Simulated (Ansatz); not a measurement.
# C3H9AlO: how energies converge with the basis set

One table from this session's results is given with a row withheld; the runs are named, their logs left out.

The runs use Ansatz 0.2.0, Gaussian basis; one geometry, several basis sets.

The runs, in order: PBE0-D4/def2-SVP; ωB97M-V/def2-SVP; PBE0-D4/def2-QZVPP; ωB97M-V/def2-QZVPP; the functionals' def2-TZVPP values are taken from earlier runs.

## The relaxed structure

The geometry comes from an earlier relaxation with PBE0-D4 in a triple-zeta def2 set; it is a stationary point, not always the lowest conformer.

SMILES `CC(C)[O][AlH2]`, 14 atoms, charge 0, spin multiplicity 1.

Atoms are counted from 1 here; the program's logs count them from 0.

Bond lengths: C1–C2 1.517 Å, C1–H6 1.091 Å, C1–H7 1.094 Å, C1–H8 1.093 Å, C2–C3 1.517 Å, C2–O4 1.403 Å, C2–H9 1.099 Å, C3–H10 1.093 Å, C3–H11 1.094 Å, C3–H12 1.093 Å, O4–Al5 1.681 Å, Al5–H13 1.578 Å, Al5–H14 1.585 Å. Angles: C2–C1–H6 110.3°, C2–C1–H7 110.3°, C2–C1–H8 110.9°, H6–C1–H7 108.3°, H6–C1–H8 108.6°, H7–C1–H8 108.3°, C1–C2–C3 111.9°, C1–C2–O4 109.2°, C1–C2–H9 108.1°, C3–C2–O4 112.1°, C3–C2–H9 108.4°, O4–C2–H9 107.0°, C2–C3–H10 111.1°, C2–C3–H11 110.7°, C2–C3–H12 110.7°, H10–C3–H11 108.1°, H10–C3–H12 108.1°, H11–C3–H12 108.1° and more.

Set-up of the first run:

Input file in.yaml:

```yaml
crystal:
  periodic: [false, false, false]
  atoms:
    - {symbol: C, position_ang: [-1.229671, 0.390508, 1.166634]}
    - {symbol: C, position_ang: [0.178889, 0.141727, 0.661666]}
    - {symbol: C, position_ang: [0.401126, -1.315026, 0.302317]}
    - {symbol: O, position_ang: [0.439021, 0.998713, -0.418766]}
    - {symbol: Al, position_ang: [0.794707, 0.992871, -2.061957]}
    - {symbol: H, position_ang: [-1.367571, 1.447527, 1.399843]}
    - {symbol: H, position_ang: [-1.961122, 0.107928, 0.403810]}
    - {symbol: H, position_ang: [-1.429973, -0.194382, 2.067622]}
    - {symbol: H, position_ang: [0.882149, 0.412086, 1.461964]}
    - {symbol: H, position_ang: [1.420547, -1.480290, -0.054974]}
    - {symbol: H, position_ang: [-0.290776, -1.628673, -0.485174]}
    - {symbol: H, position_ang: [0.238484, -1.955974, 1.172131]}
    - {symbol: H, position_ang: [0.938483, 2.417878, -2.725396]}
    - {symbol: H, position_ang: [0.972805, -0.364391, -2.860822]}
basis:
  gaussian: {orbitals: def2-SVP}
hamiltonian: {xc: pbe0, dispersion: d4}
output: {orbitals: {seedname: orbitals}}
```

Launch:

```sh
$ ansatz run in.yaml --threads 4 --pin off --events-out ev --progress --plain --max-ram 10444MiB
```

Steps of the session up to this table: PBE0-D4 in def2-SVP; ωB97M-V in def2-SVP; PBE0-D4 in def2-QZVPP; ωB97M-V in def2-QZVPP.

One table of the session follows, with a row left open; its other results are not shown here.

It belongs to the step «Functionals by basis». 

| functional | basis | HOMO (eV) |
| --- | --- | --- |
| PBE0-D4 | def2-SVP | ? |
| PBE0-D4 | def2-TZVPP | -7.82 |
| PBE0-D4 | def2-QZVPP | -7.83 |
| ωB97M-V | def2-SVP | -10.00 |
| ωB97M-V | def2-TZVPP | -10.12 |
| ωB97M-V | def2-QZVPP | -10.13 |

Q: Estimate the row for PBE0-D4, def2-SVP from the others.

As computed: HOMO (eV): -7.76. In the column «HOMO (eV)» it is the highest.
